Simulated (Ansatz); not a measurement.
Consider a scan of ordered alloys across composition of Au-Ag mixtures (the Ansatz DFT code, driven from Python).

`alloy_au.py`:
```python
# -*- coding: utf-8 -*-
"""Mixing of Au and Ag on the fcc lattice, after relaxing atoms and volume at fixed cell shape."""

from collections import Counter
import csv
import warnings

import ansatz as az
import numpy as np


def fcc(first, a):
    return (
        az.Lattice.fcc(a)
        .space_group(225)
        .atom(first, [0, 0, 0])
        .primitive()
    )

A_FIRST, A_LAST = 4.07, 4.09


def solve(name, crystal):
    calc = (
        crystal.calculation()
        .functional(az.Functional.R2SCAN)
        .basis(39 * az.Ry)
        .kpoints(spacing=0.33)
        .occupations("gaussian", width=0.05)
        .band_table()
    )
    calc = calc.relax(force_tolerance=0.02, max_steps=60, fix_cell=["shape"])
    return calc.run(threads=1)


def volume_per_atom(outcome):
    return abs(np.linalg.det(outcome.lattice.cell_ang)) / len(outcome.lattice.sites)


def counts(outcome):
    return Counter(site.symbol for site in outcome.lattice.sites)


def main():
    warnings.simplefilter("ignore", az.DeckWarning)

    # swap the mixed sites of the conventional cell one by one
    phases = {}
    for k in range(4 + 1):
        a = A_FIRST + (A_LAST - A_FIRST) * k / 4
        cell = fcc("Au", a).conventional().resolved()
        sites = [site.position for site in cell.sites if site.symbol == "Au"]
        for position in sites[:k]:
            cell = cell.substitution("Ag", at=position, replaces="Au")
        phases[f"Au{4 - k}Ag{k}"] = cell.resolved()

    done = {}
    for name, crystal in phases.items():
        done[name] = solve(name, crystal)
        print(f"{name}: {done[name].report['energy_sigma0_ev']:.4f} eV, {len(done[name].lattice.sites)} atoms")

    # mixing quantities against the straight line between the end members, both on this lattice
    x = {name: counts(o)["Ag"] / (counts(o)["Au"] + counts(o)["Ag"]) for name, o in done.items()}
    first, last = min(x, key=x.get), max(x, key=x.get)
    energy = {name: o.report["energy_sigma0_ev"] / len(o.lattice.sites) for name, o in done.items()}
    volume = {name: volume_per_atom(o) for name, o in done.items()}
    rows = []
    for name in sorted(done, key=x.get):
        line = lambda table: (1 - x[name]) * table[first] + x[name] * table[last]
        rows.append((name, x[name], 1000 * (energy[name] - line(energy)), volume[name], 100 * (volume[name] / line(volume) - 1)))
    with open("alloy.csv", "w", newline="") as handle:
        writer = csv.writer(handle)
        writer.writerow(["cell", "x(Ag)", "E_mix (meV/atom)", "V (A^3/atom)", "excess V (%)"])
        writer.writerows([round(v, 4) if isinstance(v, float) else v for v in row] for row in rows)
    print(open("alloy.csv").read())


if __name__ == "__main__":
    main()
```

Do these ordered cells favour mixing or separation, and does the volume follow a straight line between the end members?

Mixing energies: -58 meV an atom at x(Au) = 0.25 (volume -0.2 % off the straight line), -81 meV an atom at x(Au) = 0.50 (volume -0.4 % off the straight line) and -61 meV an atom at x(Au) = 0.75 (volume -0.3 % off the straight line). All are negative, so these cells are favoured over the separated end members on this lattice.

The output:

`python alloy_au.py` gives:
```text
Au4Ag0: -52653.9052 eV, 4 atoms
Au3Ag1: -47094.5991 eV, 4 atoms
Au2Ag2: -41535.1273 eV, 4 atoms
Au1Ag3: -35975.4849 eV, 4 atoms
Au0Ag4: -30415.7003 eV, 4 atoms
cell,x(Ag),E_mix (meV/atom),V (A^3/atom),excess V (%)
Au4Ag0,0.0,0.0,17.6864,0.0
Au3Ag1,0.25,-61.2757,17.5779,-0.2598
Au2Ag2,0.5,-81.1387,17.4938,-0.3828
Au1Ag3,0.75,-58.3457,17.4599,-0.2192
Au0Ag4,1.0,0.0,17.4356,0.0
```

Total energies depend on the potentials; only differences at equal settings carry meaning. Atoms and volume are relaxed with the cell's shape held, which in cells of lower than cubic symmetry can hide stresses and shift volumes. Spin-orbit coupling, which matters for elements this heavy, is left out. These are small ordered cells, with both end members on the same lattice, which need not be their own; they aren't random solutions. Differences under about 40 meV an atom lie within the error of mesh and functional. The cells are prototypes set up for this calculation and needn't exist. Run time: 2.1 min on 1 thread of Arm Neoverse V2, with other jobs on the host, peak memory 0.63 GiB.

(A comment or docstring line of the script was reworded after the run, the code is as it ran; lines on the test bed's own set-up are left out of the output.)
